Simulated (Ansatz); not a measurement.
# CH₆BClOSi: one species, many methods

An exercise on one series of results from a longer session: the logs are not shown, and one member is left open.

Program: Ansatz 0.2.0, Gaussian basis. Level of theory: functionals in def2-TZVPP, the program's frozen cores in correlated methods. These are calculated values, not measurements.

Plan: PBE-D4, r2SCAN-D4, PBE0-D4, B3LYP-D4, ωB97X-V, ωB97M-V, B2PLYP; CCSD(T)/def2-TZVPP; MP2/def2-QZVPP; extrapolation to the limit.

## Structure used throughout

All runs share one geometry, relaxed beforehand with PBE0-D4 in a triple-zeta def2 set.

SMILES `CB(Cl)[SiH2]O`, 11 atoms, charge 0, spin multiplicity 1.

Atoms are counted from 1 here; the program's logs count them from 0.

Bond lengths: C1–B2 1.552 Å, C1–H6 1.101 Å, C1–H7 1.093 Å, C1–H8 1.091 Å, B2–Cl3 1.761 Å, B2–Si4 2.024 Å, Si4–O5 1.657 Å, Si4–H9 1.486 Å, Si4–H10 1.495 Å, O5–H11 0.957 Å. Angles: B2–C1–H6 106.7°, B2–C1–H7 112.2°, B2–C1–H8 114.4°, H6–C1–H7 105.6°, H6–C1–H8 107.1°, H7–C1–H8 110.2°, C1–B2–Cl3 119.4°, C1–B2–Si4 126.0°, Cl3–B2–Si4 114.5°, B2–Si4–O5 114.2°, B2–Si4–H9 109.4°, B2–Si4–H10 108.5°, O5–Si4–H9 105.4°, O5–Si4–H10 110.8°, H9–Si4–H10 108.4°, Si4–O5–H11 117.6°.

The first run:

in.yaml

```yaml
crystal:
  periodic: [false, false, false]
  atoms:
    - {symbol: C, position_ang: [-1.023607, -1.160034, 0.739736]}
    - {symbol: B, position_ang: [0.303130, -0.354665, 0.774619]}
    - {symbol: Cl, position_ang: [1.341654, -0.457928, 2.193570]}
    - {symbol: Si, position_ang: [0.974830, 0.893385, -0.669840]}
    - {symbol: O, position_ang: [0.029546, 0.927371, -2.030575]}
    - {symbol: H, position_ang: [-1.825439, -0.461227, 1.023243]}
    - {symbol: H, position_ang: [-1.273645, -1.501432, -0.268455]}
    - {symbol: H, position_ang: [-1.062604, -1.996005, 1.440441]}
    - {symbol: H, position_ang: [2.313032, 0.440593, -1.130954]}
    - {symbol: H, position_ang: [1.115311, 2.262461, -0.086706]}
    - {symbol: H, position_ang: [-0.826807, 1.350379, -1.964578]}
basis:
  gaussian: {orbitals: def2-TZVPP}
hamiltonian: {xc: pbe, dispersion: d4}
output: {forces: true, orbitals: {seedname: orbitals}}
```

The run is started by

```bash
> ansatz run in.yaml --threads 4 --pin off --events-out ev --progress --plain --max-ram 10444MiB
```

Among the steps run: PBE-D4 (GGA); r2SCAN-D4 (meta-GGA); PBE0-D4 (hybrid); B3LYP-D4 (hybrid); ωB97X-V (range-separated); ωB97M-V (range-separated); B2PLYP (double hybrid); CCSD(T) in def2-TZVPP; MP2 in def2-QZVPP.

One of the session's tables, all rows but one given; the rest of the session is left out.

It belongs to the step «Atomisation energies». 

```
            method  atomisation energy (kJ/mol)
            PBE-D4                       4025.9
         r2SCAN-D4                       3998.5
           PBE0-D4                       3975.2
          B3LYP-D4                       3968.8
           ωB97X-V                       3989.1
           ωB97M-V                       3990.5
            B2PLYP                       3930.3
     HF/def2-TZVPP                       2994.6
    MP2/def2-TZVPP                       3939.5
   CCSD/def2-TZVPP                       3821.5
CCSD(T)/def2-TZVPP                       3873.6
           MP2/CBS                            ?
       CCSD(T)/CBS                       3974.3
```

Q: Estimate the row for MP2/CBS from the others.

The run gave: atomisation energy (kJ/mol): 4040.3. In the column «atomisation energy (kJ/mol)» it is the highest.

To keep in mind: Free atoms (1 C, 1 B, 1 Cl, 1 Si, 1 O, 6 H) were run apart at each level; the atomisation energy is their sum less the molecule, without zero-point or spin-orbit terms.
